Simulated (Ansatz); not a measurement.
# C2H6BFOSi: one species, many methods

Aim: compute C2H6BFOSi with functionals from several rungs and with coupled cluster, and see how far each lands from CCSD(T) at the basis-set limit for the atomisation energy.

The runs use Ansatz 0.2.0, Gaussian basis; functionals in def2-TZVPP, the program's frozen cores in correlated methods.

The runs, in order: PBE-D4, r2SCAN-D4, PBE0-D4, B3LYP-D4, ωB97X-V, ωB97M-V, B2PLYP; CCSD(T)/def2-TZVPP; MP2/def2-QZVPP; extrapolation to the limit.

### Step 1. Structure used throughout

An earlier PBE0-D4 in a triple-zeta def2 set relaxation fixed the geometry.

SMILES `OC1([SiH2]F)BC1`, 12 atoms, charge 0, spin multiplicity 1.

Atoms are counted from 1 here; the program's logs count them from 0.

Bond lengths: O1–C2 1.422 Å, O1–H7 0.962 Å, C2–Si3 1.852 Å, C2–B5 1.532 Å, C2–C6 1.550 Å, Si3–F4 1.604 Å, Si3–H8 1.483 Å, Si3–H9 1.486 Å, B5–C6 1.512 Å, B5–H10 1.183 Å, C6–H11 1.086 Å, C6–H12 1.091 Å. Angles: C2–O1–H7 108.0°, O1–C2–Si3 113.9°, O1–C2–B5 118.8°, O1–C2–C6 116.5°, Si3–C2–B5 123.4°, Si3–C2–C6 113.0°, B5–C2–C6 58.7°, C2–Si3–F4 109.7°, C2–Si3–H8 110.7°, C2–Si3–H9 110.2°, F4–Si3–H8 106.9°, F4–Si3–H9 108.1°, H8–Si3–H9 111.1°, C2–B5–C6 61.2°, C2–B5–H10 146.8°, C6–B5–H10 149.0°, C2–C6–B5 60.0°, C2–C6–H11 116.7° and more.

Coordinates:

```
O    -0.8861   -0.4351   -1.4867
C    -0.1586    0.0386   -0.3603
Si   -0.7109   -0.6902    1.2497
F    -2.1947   -0.1860    1.5893
B     0.5867    1.3725   -0.4706
C     1.3839    0.0884   -0.5051
H    -1.6450    0.1416   -1.6138
H    -0.7661   -2.1693    1.1645
H     0.1895   -0.2516    2.3475
H     0.5162    2.5299   -0.7065
H     1.9651   -0.3332    0.3095
H     1.7969   -0.1608   -1.4835
```

### Step 2. PBE-D4 (GGA)

in.yaml

```yaml
crystal:
  periodic: [false, false, false]
  atoms:
    - {symbol: O, position_ang: [-0.886068, -0.435064, -1.486688]}
    - {symbol: C, position_ang: [-0.158619, 0.038649, -0.360316]}
    - {symbol: Si, position_ang: [-0.710862, -0.690238, 1.249651]}
    - {symbol: F, position_ang: [-2.194652, -0.185955, 1.589315]}
    - {symbol: B, position_ang: [0.586653, 1.372531, -0.470563]}
    - {symbol: C, position_ang: [1.383935, 0.088402, -0.505088]}
    - {symbol: H, position_ang: [-1.644963, 0.141593, -1.613782]}
    - {symbol: H, position_ang: [-0.766147, -2.169349, 1.164499]}
    - {symbol: H, position_ang: [0.189530, -0.251642, 2.347474]}
    - {symbol: H, position_ang: [0.516157, 2.529901, -0.706508]}
    - {symbol: H, position_ang: [1.965123, -0.333171, 0.309534]}
    - {symbol: H, position_ang: [1.796914, -0.160757, -1.483526]}
basis:
  gaussian: {orbitals: def2-TZVPP}
hamiltonian: {xc: pbe, dispersion: d4}
output: {forces: true, orbitals: {seedname: orbitals}}
```

Command:

```bash
$ ansatz run in.yaml --threads 4 --pin off --events-out ev --progress --plain --max-ram 10444MiB
```

Further steps of the session: r2SCAN-D4 (meta-GGA); PBE0-D4 (hybrid); B3LYP-D4 (hybrid); ωB97X-V (range-separated); ωB97M-V (range-separated); B2PLYP (double hybrid); CCSD(T) in def2-TZVPP; MP2 in def2-QZVPP.

Before running them: what should the planned runs give, taken together? Wanted: atomisation energy, CCSD(T)/CBS; farthest; mean size of error, hybrid; mean size of error, range-separated; gap, smallest and largest; T1 diagnostic; triples share of the correlation energy.

The runs gave:

| quantity | value |
| --- | --- |
| atomisation energy, CCSD(T)/CBS | 1090.5 kcal/mol |
| functionals within 5.5 kcal/mol (0.5 %) | PBE0-D4, B3LYP-D4 |
| farthest | PBE-D4 (+25.8 kcal/mol) |
| mean size of error, hybrid | 2.4 kcal/mol |
| mean size of error, range-separated | 6.5 kcal/mol |
| gap, smallest and largest | 2.86 eV (PBE-D4), 9.81 eV (ωB97X-V) |
| T1 diagnostic | 0.0125 |
| triples share of the correlation energy | 3.7 % |

**Reading.** PBE-D4 is off by +25.8 kcal/mol. Double hybrids carry the basis error of their MP2 part in triple zeta, and no dispersion term here, so their miss is partly the set-up's. The reference freezes the cores and leaves out relativity and excitations past (T), so misses under about 5.5 kcal/mol can't be ranked. Hartree-Fock recovers 73 % of the binding; the rest is correlation. The gap grows from 2.9 to 9.8 eV across the functionals, mostly with the share of exact exchange.
